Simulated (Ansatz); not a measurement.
Here is an Ansatz input file for CsRb₂RhF₆, space group Fm-3m. Write the same calculation for the Python package.

```yaml
crystal:
  lattice:
    - [0.0, 4.778651, 4.778651]
    - [4.778651, 0.0, 4.778651]
    - [4.778651, 4.778651, 0.0]
  atoms:
    - { symbol: Cs, position: [0.5, 0.5, 0.5] }
    - { symbol: Rb, position: [0.25, 0.25, 0.25] }
    - { symbol: Rb, position: [0.75, 0.75, 0.75] }
    - { symbol: Rh, position: [0.0, 0.0, 0.0] }
    - { symbol: F, position: [0.210874, 0.210874, 0.789126] }
    - { symbol: F, position: [0.210874, 0.789126, 0.789126] }
    - { symbol: F, position: [0.789126, 0.789126, 0.210874] }
    - { symbol: F, position: [0.210874, 0.789126, 0.210874] }
    - { symbol: F, position: [0.789126, 0.210874, 0.789126] }
    - { symbol: F, position: [0.789126, 0.210874, 0.210874] }
accuracy: low
basis:
  ecutwfc: 320.0
kpoints:
  mp_grid:
    grid: [4, 4, 4]
  band_path:
    path:
      - [0.375, 0.375, 0.75]
      - [0.0, 0.0, 0.0]
      - [0.5, 0.5, 0.5]
      - [0.5, 0.25, 0.75]
      - [0.5, 0.0, 0.5]
    npoints: 6
hamiltonian:
  xc: pbesol
scf:
  n_extra_bands: 6
  occupations:
    method: cold
    width: 0.02
```

`bands.py`:
```python
from dataclasses import dataclass
import json
import sys

import ansatz as az
import numpy as np


@dataclass(frozen=True)
class Settings:
    functional: str = "PBEsol"
    kgrid: tuple[int, ...] = (4, 4, 4)
    smearing_width: float = 0.02
    ecut: int = 320
    n_empty: int = 6


cfg = Settings()

vectors = np.array([
    [0.0, 4.778651, 4.778651],
    [4.778651, 0.0, 4.778651],
    [4.778651, 4.778651, 0.0],
])
csrb2rhf6 = (
    az.Lattice.of(vectors)
    .atom("Cs", [0.5, 0.5, 0.5])
    .atom("Rb", [0.25, 0.25, 0.25])
    .atom("Rb", [0.75, 0.75, 0.75])
    .atom("Rh", [0.0, 0.0, 0.0])
    .atom("F", [0.210874, 0.210874, 0.789126])
    .atom("F", [0.210874, 0.789126, 0.789126])
    .atom("F", [0.789126, 0.789126, 0.210874])
    .atom("F", [0.210874, 0.789126, 0.210874])
    .atom("F", [0.789126, 0.210874, 0.789126])
    .atom("F", [0.789126, 0.210874, 0.210874])
)

path = [
    ("K", (0.375, 0.375, 0.75)),
    ("G", (0.0, 0.0, 0.0)),
    ("L", (0.5, 0.5, 0.5)),
    ("W", (0.5, 0.25, 0.75)),
    ("X", (0.5, 0.0, 0.5)),
]
calculation = (
    csrb2rhf6.calculation()
    .accuracy("low")
    .functional(cfg.functional)
    .kpoints(*cfg.kgrid)
    .occupations(az.OccupationsMethod.COLD, width=cfg.smearing_width)
    .basis(cfg.ecut)
    .band_structure([point for _, point in path], intervals=6)
    .scf(extra_bands=cfg.n_empty)
)
try:
    outcome = calculation.run()
except az.NonConvergedError as error:
    sys.exit(f"no convergence: {error}")
except az.RefusalError as error:
    sys.exit(f"input refused: {error}")
r = outcome.report

print(f"free energy      {r['free_energy_ev']:.5f} eV")
print(f"per atom         {r['free_energy_ev'] / len(outcome.lattice.sites):.5f} eV")
print(f"SCF iterations   {r['n_iterations']}  (converged: {r['converged']})")

keep = ["free_energy_ev", "energy_sigma0_ev", "fermi_energy_ev", "n_iterations", "converged", "magnetization_mub", "n_kpoints"]
with open("csrb2rhf6.json", "w") as handle:
    json.dump({key: r[key] for key in keep}, handle, indent=1)

bands = outcome.band_structure()
fermi = bands.fermi_energy_ev
print(f"zero of the bands: {fermi:.3f} eV, the Fermi level found on the SCF mesh")
for spin, channel in enumerate(bands.channels):
    levels = channel.eigenvalues_ev - fermi
    crossing = [b for b in range(levels.shape[1]) if levels[:, b].min() < 0 < levels[:, b].max()]
    print(f"channel {spin}: bands that cross the Fermi level on this path:", [b + 1 for b in crossing] or "none")
    shown = crossing or sorted(np.argsort(np.abs(levels).min(axis=0))[:2])
    for k, row in zip(bands.kpoints_frac, levels[:, shown]):
        print(f"{k[0]:7.3f} {k[1]:7.3f} {k[2]:7.3f}  ", " ".join(f"{e:8.3f}" for e in row))
```

Output of `python bands.py`:
```text
DeckWarning: basis.ecutwfc = 320 eV is below the records' recommended 420 eV, and the density's cutoff is lower with it unless basis.ecutrho_ratio is high enough to keep the records' density cutoff: compare with a run at a higher cutoff
free energy      -23165.10999 eV
per atom         -2316.51100 eV
SCF iterations   7  (converged: True)
zero of the bands: 5.251 eV, the Fermi level found on the SCF mesh
channel 0: bands that cross the Fermi level on this path: none
  0.375   0.375   0.750      1.032    1.122
  0.312   0.312   0.625      1.059    1.209
  0.250   0.250   0.500      1.068    1.246
  0.188   0.188   0.375      1.053    1.203
  0.125   0.125   0.250      1.020    1.108
  0.062   0.062   0.125      0.989    1.013
  0.000   0.000   0.000      0.977    0.977
  0.083   0.083   0.083      0.993    0.993
  0.167   0.167   0.167      1.043    1.043
  0.250   0.250   0.250      1.110    1.110
  0.333   0.333   0.333      1.180    1.180
  0.417   0.417   0.417      1.228    1.228
  0.500   0.500   0.500      1.248    1.248
  0.500   0.458   0.542      1.228    1.240
  0.500   0.417   0.583      1.180    1.224
  0.500   0.375   0.625      1.118    1.204
  0.500   0.333   0.667      1.054    1.183
  0.500   0.292   0.708      1.009    1.169
  0.500   0.250   0.750      0.991    1.164
  0.500   0.208   0.708      0.993    1.152
  0.500   0.167   0.667      0.993    1.121
  0.500   0.125   0.625      0.992    1.077
  0.500   0.083   0.583      0.991    1.035
  0.500   0.042   0.542      0.991    1.005
  0.500   0.000   0.500      0.988    0.992
```
(Warnings from the package without file and line.)

Caveats:
- These settings explore the input space; cutoff and mesh may be short of convergence.
- The cutoff lies under the one recommended for these potentials.
- The run is spin-unpolarised.
- The computed bands are complete only to about 4.9 eV above the Fermi level.
- An opening on this mesh may only mean that it misses a point where bands touch.
- The structure comes from a database of computed cells and needn't be a stable or known phase.
- Gaps and levels are Kohn-Sham values on a finite set of k-points, without spin-orbit coupling.
- It ran for 6.3 s on 1 thread of Intel(R) Xeon(R) Platinum 8375C CPU @ 2.90GHz (Ice Lake) (shared host), peak memory 0.49 GiB.

(Lines on the test bed's own set-up are left out of the output.)
